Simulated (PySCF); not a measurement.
# C₅H₁₀FNO: magnetic properties

Aim: compute the magnetic properties of C₅H₁₀FNO (`C[C@H](CF)CC(N)=O`).

Computed with PySCF 2.14.0 and routines of our own; the level stands in each step. Atoms count from 0.

## 1. The system as given

18 atoms, charge 0, multiplicity 1; geometry from: GFN2-xTB.

## 2. Magnetic properties: GIAO HF/pcSseg-1

The job: settings as JSON, then the geometry in Å.

```
{"job": {"kind": "mag", "xc": "HF", "basis": "pcSseg-1", "isotopologues": 2}, "charge": 0, "multiplicity": 1}
C     -1.563305    -1.490043     0.508207
C     -0.734561    -0.220875     0.687240
C     -1.431290     0.976588     0.044669
F     -1.553564     0.795732    -1.316442
C      0.662807    -0.393504     0.085825
C      1.603216     0.733014     0.482065
N      2.772849     0.726264    -0.200088
O      1.360847     1.557069     1.334510
H     -1.077420    -2.336969     0.986757
H     -1.685567    -1.711699    -0.549823
H     -2.549074    -1.366198     0.949918
H     -0.630177     0.011427     1.751081
H     -2.445617     1.104832     0.433413
H     -0.851902     1.891074     0.194043
H      1.100887    -1.331369     0.435301
H      0.590369    -0.438219    -1.002686
H      3.455485     1.439141    -0.003532
H      2.967257     0.060052    -0.925235
```

With the program's defaults for keys left out, this is: GIAO HF/pcSseg-1 magnetisability, rotational g tensor and spin-rotation constants, non-relativistic, gas phase.

Launch:

```console
$ OMP_NUM_THREADS=1 python excited_run.py task.json out
```

This one command runs all jobs of the session in turn.

Output:

```text
final grid: 143568 points
cycle   1  E = -423.6740407364  dE =  1.726e+00  |g| = 9.175e-01  |ddm| = 3.522e+00
cycle   2  E = -423.7975074771  dE = -1.235e-01  |g| = 6.617e-01  |ddm| = 1.103e+00
cycle   3  E = -423.8723346987  dE = -7.483e-02  |g| = 9.152e-02  |ddm| = 5.186e-01
cycle   4  E = -423.8750006667  dE = -2.666e-03  |g| = 3.378e-02  |ddm| = 1.021e-01
cycle   5  E = -423.8753038841  dE = -3.032e-04  |g| = 9.537e-03  |ddm| = 3.906e-02
cycle   6  E = -423.8753543686  dE = -5.048e-05  |g| = 4.325e-03  |ddm| = 1.730e-02
cycle   7  E = -423.8753673390  dE = -1.297e-05  |g| = 1.570e-03  |ddm| = 1.111e-02
cycle   8  E = -423.8753688549  dE = -1.516e-06  |g| = 4.409e-04  |ddm| = 3.853e-03
cycle   9  E = -423.8753689724  dE = -1.174e-07  |g| = 1.109e-04  |ddm| = 9.964e-04
cycle  10  E = -423.8753689795  dE = -7.177e-09  |g| = 4.152e-05  |ddm| = 1.980e-04
cycle  11  E = -423.8753689802  dE = -6.995e-10  |g| = 1.073e-05  |ddm| = 6.034e-05
converged SCF energy = -423.8753689802

Magnetisability tensor (1e-30 J/T^2)
    -1257.41       -7.31      -36.92
       -7.31    -1233.27       53.94
      -36.92       53.94    -1296.98
isotropic -1262.55   principal values   -1338.36  -1257.09  -1192.22
isotropic susceptibility -76.033 1e-6 cm^3/mol

Inertial axes            a          b          c
rot. const./GHz      3.1193     1.2404     1.1406
chi total           -76.286    -78.229    -73.584
chi diamagnetic    -488.613  -1052.427  -1135.240
chi paramagnetic    412.327    974.198   1061.656
quadrupole/D A        4.153     -2.490     -1.663
g nuclear            0.5870     0.5642     0.5629
g electronic        -0.6042    -0.5677    -0.5689
g total             -0.0172    -0.0034    -0.0059

Spin-rotation constants (kHz, H = +C I.J)
atom  isotope        aa         bb         cc
  3    19F       -0.213     -0.116      0.255
  6    14N        0.156      0.086      0.103
  8     1H       -0.317      0.012     -0.133
  9     1H       -0.295     -0.126     -0.004
 10     1H       -0.103     -0.135     -0.071
 11     1H       -0.311     -0.114      0.003
 12     1H        0.029     -0.122     -0.068
 13     1H       -0.017     -0.050     -0.103
 14     1H       -0.342      0.026     -0.129
 15     1H       -0.317     -0.116      0.002
 16     1H        0.041     -0.120     -0.103
 17     1H       -0.350     -0.146      0.060
  0    13C*       0.362      0.163      0.165
  1    13C*       0.493      0.181      0.158
  2    13C*       0.797      0.293      0.204
  4    13C*       0.401      0.208      0.196
  5    13C*       1.549      0.300      0.442
  7    17O*      -1.385     -0.123     -0.664
* in the singly substituted isotopologue

Isotopologues: g along a, b, c
2H    at 8,9,10,11,12,1    -0.0160    -0.0035    -0.0045
13C   at 0                 -0.0172    -0.0034    -0.0058
```

It took 37 s on 1 thread of Arm Neoverse N1, shared host; peak memory 0.8 GiB.

From this job:

```csv
quantity,value
magnetisability,-1263·10⁻³⁰ J/T²
molar susceptibility,-76.0·10⁻⁶ cm³/mol
"rotational g (a, b, c)","-0.0172, -0.0034, -0.0059"
```

Orbitals, density, ELF and potential are computed afterwards from the orbital file.

Frontier orbitals at HF/pcSseg-1, with the share of their density that lies nearest to each atom:

| orbital | energy (eV) | lies on |
| --- | --- | --- |
| HOMO | -11.39 | N6 45 %; O7 36 %; H16, H17 about 6 % each |
| LUMO | 3.98 | H17 37 %; H14, H16 about 15 % each; H15 10 % |

ELF in a plane through or near 9 of the atoms.

Ten even steps from '0' (0.00) to '9' (1.00):
```
0000000000000000000000000000
0000000000000000000000000000
0000000000000000000000000000
0000000000000662002100000000
0000000000004998169830000000
0000000001103999699990000000
0000000002310999799990000000
0000464002540156578500000000
0002999334440049940000000000
0004999675175562531488300000
0001788377593693886999700000
0000136874361275822999700000
0000014751069841431576200000
0000002210199950799510000000
0000000000199930899610000000
0000000000037400587400000000
0000000000000000011000000000
0000000000000000000000000000
0000000000000000000000000000
0000000000000000000000000000
```
The map spans 12.7 Å across and 9.3 Å up, centred on the molecule. Atoms in the plane (x, y in Å): C0 (2.0, -0.9), C1 (0.8, 0.0), C4 (-0.5, -0.6), C5 (-1.7, 0.2), N6 (-2.9, -0.2), H12 (2.0, 1.8), H13 (0.2, 2.1), H14 (-0.6, -1.6), H16 (-3.7, 0.2).

On the surface of density 0.002 e/bohr³ the electrostatic potential runs, from the 1st to the 99th percentile, from -2.06 V near O7 to 2.18 V near H17.

## 3. Magnetic properties: GIAO KT1/6-31++G**

Settings changed since step 2:

```diff
@@ -1,2 +1,2 @@
-{"job": {"kind": "mag", "xc": "HF", "basis": "pcSseg-1", "isotopologues": 2}, "charge": 0, "multiplicity": 1}
+{"job": {"kind": "mag", "xc": "KT1", "basis": "6-31++G**", "scf": {"conv": 1e-11}}, "charge": 0, "multiplicity": 1}
 C     -1.563305    -1.490043     0.508207
```

Level: GIAO KT1/6-31++G** magnetisability, rotational g tensor and spin-rotation constants, non-relativistic, gas phase.

Output:

```text
final grid: 143568 points
cycle   1  E = -431.1309990701  dE =  9.425e-01  |g| = 9.365e-01  |ddm| = 4.818e+00
cycle   2  E = -429.2193822045  dE =  1.912e+00  |g| = 2.798e+00  |ddm| = 1.364e+01
cycle   3  E = -431.2435588279  dE = -2.024e+00  |g| = 5.707e-01  |ddm| = 1.163e+01
cycle   4  E = -431.3126311746  dE = -6.907e-02  |g| = 2.118e-01  |ddm| = 1.750e+00
cycle   5  E = -431.3205671660  dE = -7.936e-03  |g| = 6.807e-02  |ddm| = 7.141e-01
cycle   6  E = -431.3215304589  dE = -9.633e-04  |g| = 2.159e-02  |ddm| = 2.627e-01
cycle   7  E = -431.3216452673  dE = -1.148e-04  |g| = 4.644e-03  |ddm| = 1.155e-01
cycle   8  E = -431.3216491041  dE = -3.837e-06  |g| = 1.960e-03  |ddm| = 2.391e-02
cycle   9  E = -431.3216499557  dE = -8.516e-07  |g| = 3.972e-04  |ddm| = 6.099e-03
cycle  10  E = -431.3216499701  dE = -1.443e-08  |g| = 2.889e-04  |ddm| = 1.378e-03
cycle  11  E = -431.3216499873  dE = -1.718e-08  |g| = 4.288e-05  |ddm| = 7.260e-04
cycle  12  E = -431.3216499877  dE = -4.137e-10  |g| = 1.063e-05  |ddm| = 3.143e-04
cycle  13  E = -431.3216499877  dE =  1.171e-11  |g| = 1.251e-05  |ddm| = 4.511e-05
cycle  14  E = -431.3216499877  dE = -3.695e-11  |g| = 8.350e-07  |ddm| = 2.839e-05
cycle  15  E = -431.3216499877  dE =  2.956e-12  |g| = 4.766e-07  |ddm| = 1.716e-06
converged SCF energy = -431.3216499877

Magnetisability tensor (1e-30 J/T^2)
    -1213.03       -9.20      -35.02
       -9.20    -1180.15       51.61
      -35.02       51.61    -1253.60
isotropic -1215.60   principal values   -1290.16  -1212.35  -1144.28
isotropic susceptibility -73.205 1e-6 cm^3/mol

Inertial axes            a          b          c
rot. const./GHz      3.1193     1.2404     1.1406
chi total           -73.613    -75.019    -70.982
chi diamagnetic    -489.602  -1052.799  -1135.863
chi paramagnetic    415.989    977.779   1064.881
quadrupole/D A        4.710     -2.981     -1.728
g nuclear            0.5870     0.5642     0.5629
g electronic        -0.6096    -0.5698    -0.5706
g total             -0.0226    -0.0055    -0.0076

Spin-rotation constants (kHz, H = +C I.J)
atom  isotope        aa         bb         cc
  3    19F        0.531      0.196      0.429
  6    14N        0.152      0.081      0.095
  8     1H       -0.322      0.020     -0.136
  9     1H       -0.295     -0.125      0.002
 10     1H       -0.095     -0.136     -0.070
 11     1H       -0.296     -0.115      0.013
 12     1H        0.054     -0.119     -0.065
 13     1H        0.009     -0.045     -0.101
 14     1H       -0.346      0.037     -0.124
 15     1H       -0.308     -0.112      0.013
 16     1H        0.058     -0.129     -0.098
 17     1H       -0.353     -0.145      0.068
  0    13C*       0.332      0.156      0.160
  1    13C*       0.499      0.186      0.166
  2    13C*       0.804      0.295      0.202
  4    13C*       0.379      0.204      0.190
  5    13C*       1.299      0.287      0.369
  7    17O*      -1.153     -0.133     -0.583
* in the singly substituted isotopologue
```

It took 95 s on 1 thread of Arm Neoverse N1, shared host; peak memory 0.68 GiB.

In short:

| quantity | value |
| --- | --- |
| magnetisability | -1216·10⁻³⁰ J/T² |
| molar susceptibility | -73.2·10⁻⁶ cm³/mol |
| rotational g (a, b, c) | -0.0226, -0.0055, -0.0076 |

## 4. Magnetic properties side by side

```
             level  ξ (10⁻³⁰ J/T²)     g(a)     g(b)  gap (eV)  functions  time
  GIAO HF/pcSseg-1           -1263  -0.0172  -0.0034     15.37        186  37 s
GIAO KT1/6-31++G**           -1216  -0.0226  -0.0055      5.19        204  95 s
```

## 5. Summary of results

| quantity | value |
| --- | --- |
| magnetisability (step 2, GIAO HF/pcSseg-1) | -1263·10⁻³⁰ J/T² |
| molar susceptibility (step 2, GIAO HF/pcSseg-1) | -76.0·10⁻⁶ cm³/mol |
| rotational g (a, b, c) (step 2, GIAO HF/pcSseg-1) | -0.0172, -0.0034, -0.0059 |
| surface potential, 1st and 99th percentile | -2.06 V and 2.18 V |
| magnetisability over the levels | -1263 to -1216·10⁻³⁰ J/T² |

In words: The magnetisability spreads by 3.8 % over 2 levels, from GIAO HF/pcSseg-1 (37 s) to GIAO KT1/6-31++G** (95 s); the runs took 37 s to 95 s. Two levels can agree by chance, so this spread shows no convergence. Vibrational averaging and real surroundings are missing from these values.
